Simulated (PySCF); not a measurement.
# C4H7NSi: the cost of one run

The runs use PySCF 2.14.0, with density-fitted response routines of our own; the level of theory stands in each step. All values are computed, except where a source is named. Atoms are numbered from 0 throughout.

## (1) The molecule as given

13 atoms, charge 0, multiplicity 1; geometry from: GFN2-xTB. The atoms were then displaced at random by about 0.01 Å, so the start is not that level's minimum.

Bonds of the start (Å): C0–C1 1.17, C1–Si2 1.85, Si2–C3 1.85, Si2–N4 1.74, N4–C5 1.24, C0–H6 1.08, Si2–H7 1.49, C3–H8 1.08, C3–H9 1.09, C3–H10 1.12, C5–H11 1.11, C5–H12 1.08.

## (2) Geometry optimisation at PBE0-D3(BJ)/def2-SVP

Job settings and geometry (Å):

```
{"job": {"xc": "PBE0", "basis": "def2-SVP", "d3": "d3bj", "grid": 1, "shake": 0.01, "kind": "geom"}, "charge": 0, "multiplicity": 1}
C     -0.788660     2.855360     0.062480
C     -0.488030     1.733740     0.232410
Si    -0.029480    -0.030850     0.525060
C     -1.475210    -1.160440     0.277990
N      1.044720    -0.381810    -0.799760
C      2.225040    -0.749320    -0.895710
H     -1.084790     3.879440    -0.100770
H      0.541780    -0.140100     1.897160
H     -1.870410    -1.099470    -0.721440
H     -1.274330    -2.203710     0.503340
H     -2.329110    -0.869250     0.946950
H      2.905470    -0.958820    -0.045720
H      2.628830    -0.891670    -1.892300
```

Launch:

```bash
$ OMP_NUM_THREADS=1 python probes_run.py task.json out
```

The driver reads the jobs from task.json and runs them one after another.

Q: Estimate the wall time and peak memory of this first job on 1 thread of Arm Neoverse N1, shared host.

About 84 s, with a peak of 0.52 GiB.
